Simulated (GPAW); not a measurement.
Runs of GPAW 26.7.0 on GdO. It takes space group Pm-3m (No. 221, cubic). Conventional cell: a = 2.802 Å, b = 2.802 Å, c = 2.802 Å, α = 90.00°, β = 90.00°, γ = 90.00°. Around Gd (site symmetry m-3m) lie 8 O at 2.43 Å. O (site symmetry m-3m) has 8 Gd at 2.43 Å as nearest neighbours. The cell comes from a database or a generator and needn't be the stable form of this composition.

```tsv
task	level	U	k mesh	cutoff (eV)	smearing	maxiter	fermi k mesh	start of the occupation matrix	cycles with the matrix held	convergence	mesh quality	gap on the mesh (eV)	pressure (GPa)	moment (μB)
Fermi surface	PBE+D3M(BJ)	-	5 × 5 × 5	680	fermi-dirac 0.01 eV	150	8 × 8 × 8	-	-	-	coarse	none	(a)	7.09
single point from a typed occupation	r2SCAN+U	Gd f U = 5 eV	7 × 7 × 7	600	gaussian 0.05 eV	120	-	spherical	11	density=0.0001 energy=1e-05	not flagged	none	45.5	7.22
single point from a typed occupation	r2SCAN+U	Gd f U = 7 eV	7 × 7 × 7	600	gaussian 0.05 eV	120	-	random	14	density=0.0001 energy=1e-05	not flagged	none	47.1	7.33
single point from a typed occupation	r2SCAN+U	Gd f U = 5 eV	7 × 7 × 7	600	gaussian 0.05 eV	120	-	diagonal	16	density=0.0001 energy=1e-05	not flagged	none	45.3	7.22
single point from a typed occupation	r2SCAN+U	Gd f U = 5 eV	7 × 7 × 7	600	gaussian 0.05 eV	120	-	atoms	-	density=0.0001 energy=1e-05	not flagged	none	45.4	7.22
```

Alike in all rows: potentials or basis GPAW PAW data sets (gpaw-data 1.2.1), pw; spin collinear, ferromagnetic start; cell as given.

**Question.** Fill in the values left out.

**Answer.** (a) 14.3.

Caveats: some runs use coarse meshes; the cutoff is short for stress and forces, so pressures can be off by a GPa or more; one-centre terms of the f shell are cut off; spin-orbit coupling is left out, which moves the levels of the heavy elements; a cell with one magnetic atom can't hold antiferromagnetic order, which such compounds often take; a pressure of tens of GPa on the cell as given is suspect, and the run, the potentials or the cell itself is likely at fault (some runs); the PAW data sets were made with another functional, which shifts forces and pressure a little (some runs); the occupation matrix was held by a function in the script for the first cycles and then freed (some runs).

A k mesh can miss the band edges, and the runs leave out spin-orbit coupling on Gd.

A gap of «none» marks a metal or a gap under the smearing width.
